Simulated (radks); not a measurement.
**Valence configurations of Cs**

NIST gives [Xe] 6s1 as the ground configuration of Cs. Does this level of theory agree? Several fillings of the valence shells are run.

Program: radks (a radial shooting solver on a logarithmic mesh, Libxc functionals) version 1. Level of theory: scalar-relativistic Kohn-Sham, PBE, spin-polarised, spherical densities, finite nucleus; open shells are filled with parallel spins first. These are calculated values, not measurements, unless marked.

## (1) Starting point

```
element            : caesium (Z = 55)
charge             : 0
electrons          : 55
configuration      : [Xe] 6s1
nuclear rms radius : 4.8041 fm
others tried       : 4f1; 6p1; 5d1; 5d0.5 6s0.5
```

The outer shells:

Cs
```
[Xe] core
6s [↑ ]
```

## (2) [Xe] 6s1

Settings of this run:

```text
Z 55
configuration [Xe] 6s1
relativity scalar-relativistic
functional pbe,pbe
spin polarised
nucleus finite rms 4.8041 fm
c 137.035999084
```

## (3) [Xe] 4f1

Settings, as their differences from step 2:

```diff
@@ -1,3 +1,3 @@
 Z 55
-configuration [Xe] 6s1
+configuration [Xe] 4f1
 relativity scalar-relativistic
```

## (4) [Xe] 6p1

Settings, as their differences from step 3:

```diff
@@ -1,3 +1,3 @@
 Z 55
-configuration [Xe] 4f1
+configuration [Xe] 6p1
 relativity scalar-relativistic
```

## (5) [Xe] 5d1

Settings, as their differences from step 4:

```diff
@@ -1,3 +1,3 @@
 Z 55
-configuration [Xe] 6p1
+configuration [Xe] 5d1
 relativity scalar-relativistic
```

## (6) [Xe] 5d0.5 6s0.5

Settings, as their differences from step 5:

```diff
@@ -1,3 +1,3 @@
 Z 55
-configuration [Xe] 5d1
+configuration [Xe] 5d0.5 6s0.5
 relativity scalar-relativistic
```

Q: Predict the outcome of this session. Wanted: for each run, valence; E − E(NIST configuration); moment; highest level; its energy; 1s shift.

**Answer**, as computed:

```csv
valence,E − E(NIST configuration) (eV),moment (μB),highest level,its energy (eV),1s shift (eV)
6s1,0.000,1,6s up,-2.267,+0.00
5d0.5 6s0.5,0.863,1,5d up,-0.566,-0.05
6p1,1.386,1,6p up,-1.434,-1.27
5d1,1.706,1,5d up,-0.636,-0.15
4f1,3.015,1,4f up,-0.479,-3.52
```

**Reading.** Theory agrees with NIST among these: the next, 5d0.5 6s0.5, lies 0.863 eV higher. The energies are those of spherical high-spin densities, not of single terms. The 1s eigenvalue shifts by up to 3.52 eV as the valence charge is rearranged.
